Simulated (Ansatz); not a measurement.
# ZrB: a sublattice displacement scan

The task, for ZrB: measure how stiffly every B atom is held.

Computed with Ansatz 0.2.0 (DFT PBEsol, scalar-relativistic, plane waves, PAW, unless a step's input says otherwise).

## 1. Starting point

The structure is cubic, space group Fm-3m (No. 225). Conventional cell: a = 4.650 Å, b = 4.650 Å, c = 4.650 Å, α = 90.00°, β = 90.00°, γ = 90.00°. Zr (site symmetry m-3m) is surrounded by 6 B at 2.33 Å. B (site symmetry m-3m) is surrounded by 6 Zr at 2.33 Å.

Coordinates:

```
Zr B
1.0
     0.00000    2.32500    2.32500
     2.32500    0.00000    2.32500
     2.32500    2.32500    0.00000
Zr B
1 1
Direct
  0.00000 0.00000 0.00000
  0.50000 0.50000 0.50000
```

The cell is taken as given, not relaxed at this level.

## 2. The reference cell

Reference values: F = -4281.8165 eV; pressure 29.41 GPa; largest force 0.000 eV/Å; gap on the mesh none (metal). It was computed beforehand with the settings of the runs below.

## 3. The scan: a sublattice displacement scan

Every B atom is moved by x along the Cartesian unit vector (0.000, 0.000, -1.000); the cell and all other atoms stay fixed. Forces below are components along that vector, summed over the moved atoms.

## 4. At x = -0.500 Å

Input file input.yaml:

```yaml
crystal:
  lattice:
    - [0.0, 2.325, 2.325]
    - [2.325, 0.0, 2.325]
    - [2.325, 2.325, 0.0]
  atoms:
    - { symbol: Zr, position: [0.0, 0.0, 0.0] }
    - { symbol: B, position: [0.6075268817, 0.6075268817, 0.3924731183] }
basis:
  ecutwfc: 420
kpoints:
  mp_grid: { grid: [18, 18, 18] }
hamiltonian:
  xc: pbesol
scf:
  occupations: { method: gaussian, width: 0.15 }
output:
  forces: true
  stress: true
  eigenvalues: true
```

Started as:

```
$ ansatz run input.yaml --threads 1 --pin off --max-ram 2560MiB --backend cpu --events-out ev --progress --plain --runs-dir out
```

## 5. x = 0.375 Å

Edit input.yaml of step 4 so:

```diff
@@ -7,3 +7,3 @@
     - { symbol: Zr, position: [0.0, 0.0, 0.0] }
-    - { symbol: B, position: [0.6075268817, 0.6075268817, 0.3924731183] }
+    - { symbol: B, position: [0.4193548387, 0.4193548387, 0.5806451613] }
 basis:
```

## 6. At x = -0.250 Å

Edit input.yaml of step 5 so:

```diff
@@ -7,3 +7,3 @@
     - { symbol: Zr, position: [0.0, 0.0, 0.0] }
-    - { symbol: B, position: [0.4193548387, 0.4193548387, 0.5806451613] }
+    - { symbol: B, position: [0.5537634409, 0.5537634409, 0.4462365591] }
 basis:
```

## 7. At x = 0.125 Å

Edit input.yaml of step 6 so:

```diff
@@ -7,3 +7,3 @@
     - { symbol: Zr, position: [0.0, 0.0, 0.0] }
-    - { symbol: B, position: [0.5537634409, 0.5537634409, 0.4462365591] }
+    - { symbol: B, position: [0.4731182796, 0.4731182796, 0.5268817204] }
 basis:
```

## 8. Point x = 0.438 Å

Edit input.yaml of step 7 so:

```diff
@@ -7,3 +7,3 @@
     - { symbol: Zr, position: [0.0, 0.0, 0.0] }
-    - { symbol: B, position: [0.4731182796, 0.4731182796, 0.5268817204] }
+    - { symbol: B, position: [0.4059139785, 0.4059139785, 0.5940860215] }
 basis:
```

## 9. At x = 0.312 Å

Edit input.yaml of step 8 so:

```diff
@@ -7,3 +7,3 @@
     - { symbol: Zr, position: [0.0, 0.0, 0.0] }
-    - { symbol: B, position: [0.4059139785, 0.4059139785, 0.5940860215] }
+    - { symbol: B, position: [0.4327956989, 0.4327956989, 0.5672043011] }
 basis:
```

## 10. Point x = 0.188 Å

Edit input.yaml of step 9 so:

```diff
@@ -7,3 +7,3 @@
     - { symbol: Zr, position: [0.0, 0.0, 0.0] }
-    - { symbol: B, position: [0.4327956989, 0.4327956989, 0.5672043011] }
+    - { symbol: B, position: [0.4596774194, 0.4596774194, 0.5403225806] }
 basis:
```

## 11. At x = 0.062 Å

Edit input.yaml of step 10 so:

```diff
@@ -7,3 +7,3 @@
     - { symbol: Zr, position: [0.0, 0.0, 0.0] }
-    - { symbol: B, position: [0.4596774194, 0.4596774194, 0.5403225806] }
+    - { symbol: B, position: [0.4865591398, 0.4865591398, 0.5134408602] }
 basis:
@@ -20 +20,5 @@
   eigenvalues: true
+  write_density: true
+  write_potential: true
+  elf: true
+  volumetric_format: npy
```

(Steps that only read results are left out.)

**Question.** What will these runs give?

The runs gave:

```
                                                        quantity        value
force constant along x, from the points at -0.250, 0 and 0.062 Å  10.73 eV/Å²
```

**Reading.** Near the site the force constant is 10.73 eV/Å². The step of 0.25 Å is wide, so anharmonic terms mix in. The undisturbed cell stays the lowest of the sampled points.
